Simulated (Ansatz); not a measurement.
# H10OSi4: the cost of one run

Method: DFT B3LYP, Gaussian basis def2-TZVP, and further levels as typed in the inputs, in Ansatz 0.2.0.

## Step 1: The system as given

Bond lengths: Si1–Si2 2.358 Å, Si1–Si3 2.358 Å, Si1–O4 1.650 Å, O4–Si5 1.638 Å, Si1–H6 1.491 Å, Si2–H7 1.485 Å, Si2–H8 1.485 Å, Si2–H9 1.484 Å, Si3–H10 1.485 Å, Si3–H11 1.485 Å, Si3–H12 1.484 Å, Si5–H13 1.480 Å, Si5–H14 1.481 Å, Si5–H15 1.483 Å. Angles (14 of 25 angles, heavy atoms first): Si2–Si1–Si3 112.2°, Si2–Si1–O4 109.5°, Si3–Si1–O4 109.8°, Si1–O4–Si5 151.7°, Si1–Si2–H7 109.3°, Si1–Si2–H8 110.8°, Si1–Si2–H9 110.9°, Si2–Si1–H6 108.1°, Si3–Si1–H6 108.0°, O4–Si1–H6 109.2°, Si1–Si3–H10 110.9°, Si1–Si3–H11 109.3°, Si1–Si3–H12 110.9°, O4–Si5–H13 109.0°.

Structure file:

```xyz
15

Si    0.1624   -0.1289   -0.5418
Si    1.0815    1.9978   -0.9799
Si    1.7796   -1.6546    0.2451
O    -1.0554    0.0142    0.5622
Si   -2.6113   -0.1986    1.0280
H    -0.3939   -0.6642   -1.8178
H     2.1419    1.8717   -2.0117
H     0.0405    2.9303   -1.4806
H     1.6837    2.5776    0.2460
H     1.1711   -2.9839    0.5035
H     2.8458   -1.8116   -0.7767
H     2.4000   -1.1682    1.5022
H    -3.1402    1.0835    1.5443
H    -2.6708   -1.2199    2.0984
H    -3.4348   -0.6452   -0.1212
```

## Step 2: Phonons: H10OSi4

It takes the final geometry of an earlier run.

File input.yaml:

```yaml
crystal:
  periodic: [false, false, false]
  atoms:
    - { symbol: Si, position_ang: [0.16239605, -0.12891502, -0.54176481] }
    - { symbol: Si, position_ang: [1.08147792, 1.99782942, -0.97987545] }
    - { symbol: Si, position_ang: [1.77963395, -1.65460879, 0.24508296] }
    - { symbol: O, position_ang: [-1.05543998, 0.01419077, 0.56224699] }
    - { symbol: Si, position_ang: [-2.61134406, -0.19859649, 1.02803555] }
    - { symbol: H, position_ang: [-0.39392671, -0.66417621, -1.8177928] }
    - { symbol: H, position_ang: [2.14193628, 1.87171513, -2.01174191] }
    - { symbol: H, position_ang: [0.04049326, 2.93028926, -1.48060536] }
    - { symbol: H, position_ang: [1.6837172, 2.57763611, 0.24598692] }
    - { symbol: H, position_ang: [1.17107644, -2.98388686, 0.50348209] }
    - { symbol: H, position_ang: [2.8457838, -1.81161058, -0.77666866] }
    - { symbol: H, position_ang: [2.39998729, -1.16821946, 1.50217639] }
    - { symbol: H, position_ang: [-3.14022988, 1.08351022, 1.54427485] }
    - { symbol: H, position_ang: [-2.67079726, -1.21991024, 2.09835325] }
    - { symbol: H, position_ang: [-3.43476232, -0.64524426, -0.12119201] }
basis:
  gaussian: { orbitals: def2-TZVP }
hamiltonian:
  xc: b3lyp
phonons: {}
```

The run is started by

```bash
$ ansatz run input.yaml --threads 4 --pin off --max-ram 10240MiB --backend cpu --events-out ev --progress --plain --runs-dir out
```

Q: Estimate wall time and peak memory on 4 threads of Intel Xeon Platinum 8259CL at 2.50GHz (Skylake/Cascade Lake), shared host.

About 5.9 min, with a peak of 0.86 GiB.
